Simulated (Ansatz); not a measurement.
# C3H6OSe: the cost of one run

Method: RKS PBE0-D4/def2-SVP, in Ansatz 0.2.0.

**1. The system as given**

Bond lengths: C1–C2 1.459 Å, C2–O3 1.400 Å, C2–C4 1.462 Å, C2–Se5 1.960 Å, C4–Se5 1.918 Å, C1–H6 1.155 Å, C1–H7 1.125 Å, C1–H8 1.099 Å, O3–H9 1.001 Å, C4–H10 1.089 Å, C4–H11 1.190 Å. Angles (14 of 20 angles, heavy atoms first): C1–C2–O3 116.1°, C1–C2–C4 119.5°, C1–C2–Se5 116.6°, O3–C2–C4 113.8°, O3–C2–Se5 115.2°, C4–C2–Se5 66.4°, C2–C4–Se5 69.4°, C2–Se5–C4 44.3°, C2–C1–H6 112.5°, C2–C1–H7 113.8°, C2–C1–H8 112.2°, C2–O3–H9 102.5°, C2–C4–H10 118.0°, C2–C4–H11 112.9°.

As a file:

```xyz
11

C    -0.8459    0.8491   -0.1968
C     0.2712   -0.0896   -0.1806
O     0.7004   -0.5577   -1.4280
C     0.3596   -1.0856    0.8856
Se    1.6984    0.2693    1.1138
H    -0.6255    1.7885   -0.8322
H    -1.1179    1.2499    0.8184
H    -1.7461    0.4153   -0.6554
H     1.2307    0.2152   -1.7793
H     0.6864   -2.0898    0.6209
H    -0.5459   -1.0215    1.6543
```

**2. End point A**

The input, input.yaml:

```yaml
crystal:
  periodic: [false, false, false]
  atoms:
    - { symbol: C, position_ang: [-0.8459, 0.8491, -0.1968] }
    - { symbol: C, position_ang: [0.2712, -0.0896, -0.1806] }
    - { symbol: O, position_ang: [0.7004, -0.5577, -1.428] }
    - { symbol: C, position_ang: [0.3596, -1.0856, 0.8856] }
    - { symbol: Se, position_ang: [1.6984, 0.2693, 1.1138] }
    - { symbol: H, position_ang: [-0.6255, 1.7885, -0.8322] }
    - { symbol: H, position_ang: [-1.1179, 1.2499, 0.8184] }
    - { symbol: H, position_ang: [-1.7461, 0.4153, -0.6554] }
    - { symbol: H, position_ang: [1.2307, 0.2152, -1.7793] }
    - { symbol: H, position_ang: [0.6864, -2.0898, 0.6209] }
    - { symbol: H, position_ang: [-0.5459, -1.0215, 1.6543] }
basis:
  gaussian: { orbitals: def2-SVP }
hamiltonian:
  xc: pbe0
  dispersion: d4
relax:
  f_tol: 0.015
  max_steps: 40
```

Command:

```
$ ansatz run input.yaml --threads 2 --pin off --max-ram 3072MiB --backend cpu --events-out ev --progress --plain --runs-dir out
```

**Question.** How long does this run take on 2 threads of Arm Neoverse V1, shared host, and how much memory does it need?

About 35 s, with a peak of 0.3 GiB.
